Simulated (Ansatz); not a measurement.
# GeH3− (triplet): B97M-V, PBE0 over a scan of the distance Ge1–H4, aug-cc-pVDZ

How well do these functionals follow the top wave-function level for GeH3− (triplet) over a scan of the distance Ge1–H4?

Computed with Ansatz 0.2.0, Gaussian basis. Level: aug-cc-pVDZ, all electrons in the functionals.

The runs, in order: B97M-V, PBE0, at 1.327 Å; 1.507 Å; 1.687 Å; 1.843 Å; 2.060 Å; 2.273 Å; 2.739 Å; 3.089 Å; 3.680 Å; 4.562 Å; 5.865 Å.

24 further runs of the same task are left out: 8 for a known fault of the program, 1 for a mislabelled method, 13 that didn't finish, 2 set aside as unsound or not needed.

### Step 1. The system

The geometry derives from a PBE0/def2-TZVPD stationary point (not a proven minimum). One bond is set to the value named and the two fragments are kept rigid. No spin-orbit coupling is included. The filled d shell of Ge may be among the frozen orbitals whatever the setting's name suggests; the logs give the count.

4 atoms, charge -1, spin multiplicity 3.

Atoms are counted from 1 here; the program's logs count them from 0.

Bond lengths: Ge1–H2 1.687 Å, Ge1–H3 1.687 Å, Ge1–H4 1.687 Å. Angles: H2–Ge1–H3 120.0°, H2–Ge1–H4 120.0°, H3–Ge1–H4 120.0°.

No dispersion term is added; B97M-V holds VV10 nonlocal correlation.

The geometry shown and the zero of energy belong to the point 1.687 Å. The yardstick, UCCSDT(Q), and other wave-function levels (R restricted, U unrestricted, valence and pair active spaces) come from earlier runs.

### Step 2. B97M-V, 1.327 Å

Contents of in.yaml:

```yaml
crystal:
  periodic: [false, false, false]
  atoms:
    - {symbol: Ge, position_ang: [-0.002280, -0.004212, -0.000015]}
    - {symbol: H, position_ang: [1.683626, 0.042275, -0.006515]}
    - {symbol: H, position_ang: [-0.885458, 1.432567, 0.011885]}
    - {symbol: H, position_ang: [-0.633873, -1.171261, -0.004264]}
basis:
  gaussian: {orbitals: aug-cc-pVDZ}
total_charge: -1
magnetization: {spin_polarized: true, initial_magnetization: 2}
hamiltonian: {xc: {name: B97M-V}}
```

Launch:

```console
ansatz run in.yaml --threads 1 --pin off --events-out ev --progress --plain --max-ram 2393MiB
```

Further steps of the session: B97M-V, 1.507 Å; B97M-V, 1.687 Å; B97M-V, 1.843 Å; B97M-V, 2.060 Å; B97M-V, 2.273 Å; B97M-V, 2.739 Å; B97M-V, 3.089 Å; B97M-V, 3.680 Å; B97M-V, 4.562 Å; B97M-V, 5.865 Å; PBE0, 1.327 Å; PBE0, 1.507 Å; PBE0, 1.687 Å; PBE0, 1.843 Å; PBE0, 2.060 Å; PBE0, 2.273 Å; PBE0, 2.739 Å; PBE0, 3.089 Å; PBE0, 3.680 Å; PBE0, 4.562 Å; PBE0, 5.865 Å.

Before running them: what should the planned runs give, taken together? Wanted: span of the UCCSDT(Q) curve; largest miss, B97M-V; largest miss, PBE0.

**Answer**, as computed:

| quantity | value |
| --- | --- |
| span of the UCCSDT(Q) curve | 25.5 kcal/mol |
| largest miss, B97M-V | +9.1 kcal/mol (5.865 Å) |
| largest miss, PBE0 | +2.9 kcal/mol (5.865 Å) |

**Reading.** Of the functionals, PBE0 keep the smallest largest miss at the points compared (at most 2.9 kcal/mol) and B97M-V strays most (9.1 kcal/mol, at 5.865 Å). Functionals and the yardstick converge differently with the basis, so part of each miss in aug-cc-pVDZ is the basis.
